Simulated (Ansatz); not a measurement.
# BiAu2: further runs on the relaxed cell

The task here is to estimate one member of a computed series from the others.

Program: Ansatz 0.2.0. Level of theory: DFT PBEsol, scalar-relativistic, plane waves, PAW. These are calculated values, not measurements.

1 further run of the same task is left out (set aside as unsound or not needed).

## The system as given

It takes space group Fd-3m (No. 227, cubic). The conventional cell has a = 7.944 Å, b = 7.944 Å, c = 7.944 Å, α = 90.00°, β = 90.00°, γ = 90.00°. Around Bi (site symmetry -43m) lie 12 Au at 3.29 Å and 4 Bi at 3.44 Å. Au (site symmetry -3m) is surrounded by 6 Au at 2.81 Å and 6 Bi at 3.29 Å.

Structure file:

```
CELL_PARAMETERS angstrom
0.00000 3.97222 3.97222
3.97222 0.00000 3.97222
3.97222 3.97222 0.00000
ATOMIC_POSITIONS crystal
Bi 0.50000 0.50000 0.50000
Bi 0.75000 0.75000 0.75000
Au 0.12500 0.12500 0.12500
Au 0.62500 0.12500 0.12500
Au 0.12500 0.12500 0.62500
Au 0.12500 0.62500 0.12500
```

This cell was relaxed beforehand with the same method: volume 20.89 Å³/atom, gap on the mesh none (metal).

The first run:

input.yaml

```yaml
crystal:
  lattice:
    - [0.0, 3.972217479, 3.972217479]
    - [3.972217479, 0.0, 3.972217479]
    - [3.972217479, 3.972217479, 0.0]
  atoms:
    - { symbol: Bi, position: [0.5, 0.5, 0.5] }
    - { symbol: Bi, position: [0.75, 0.75, 0.75] }
    - { symbol: Au, position: [0.125, 0.125, 0.125] }
    - { symbol: Au, position: [0.625, 0.125, 0.125] }
    - { symbol: Au, position: [0.125, 0.125, 0.625] }
    - { symbol: Au, position: [0.125, 0.625, 0.125] }
basis:
  ecutwfc: 420
kpoints:
  mp_grid: { grid: [8, 8, 8] }
  band_path:
    path:
      - [[0.0, 0.0, 0.0], [0.5, 0.0, 0.5], [0.625, 0.25, 0.625]]
      - [[0.375, 0.375, 0.75], [0.0, 0.0, 0.0], [0.5, 0.5, 0.5], [0.5, 0.25, 0.75], [0.5, 0.0, 0.5]]
    npoints: 14
hamiltonian:
  xc: pbesol
scf:
  occupations: { method: gaussian, width: 0.1 }
  n_extra_bands: 15
output:
  forces: true
  stress: true
  eigenvalues: true
  populations: true
  dos: { projected: true, de: 0.02, nscf_kmesh: { grid: [12, 12, 12] } }
  bader: true
```

The run is started by

```
$ ansatz run input.yaml --threads 1 --pin off --max-ram 2560MiB --backend cpu --events-out ev --progress --plain --runs-dir out
```

Among the steps run: Electronic structure at the relaxed geometry; The cell as listed, for comparison; The cell scaled to 0.97 of its volume; The cell scaled to 1.03 of its volume; The cell scaled to 0.94 of its volume; Point at V/V0 = 1.06; The cell scaled to 0.91 of its volume; Volume × 1.10; Point at V/V0 = 0.88.

One of the session's tables, all rows but one given; the rest of the session is left out.

It belongs to the step «Equation of state». 

```
volume (Å³/atom)  energy above the lowest point (meV/atom)  pressure (GPa)
          18.385                                     150.5           22.00
          19.012                                      78.9           14.86
          19.638                                      32.8            8.95
          20.265                                       7.7            4.05
          20.892                                       0.0            0.00
          21.519                                       6.8           -3.35
          22.145                                         ?               ?
          22.981                                      65.3           -9.05
```

Estimate the missing values for volume (Å³/atom) = 22.145.

Worked estimate for «energy above the lowest point (meV/atom)». A straight line through the neighbours (21.519, 6.8) and (22.981, 65.3) gives 6.8 + (65.3 − 6.8) × (22.145 − 21.519) / (22.981 − 21.519) = 31.8; a parabola fitted to 3 rows on both sides gives 24.5.

The run gave: energy above the lowest point (meV/atom): 25.5; pressure (GPa): -6.11. In «energy above the lowest point (meV/atom)» the line misses by +6.3 and the parabola by -1.0.

To keep in mind: The projections leave out shells that the potentials don't hold, such as empty d states.
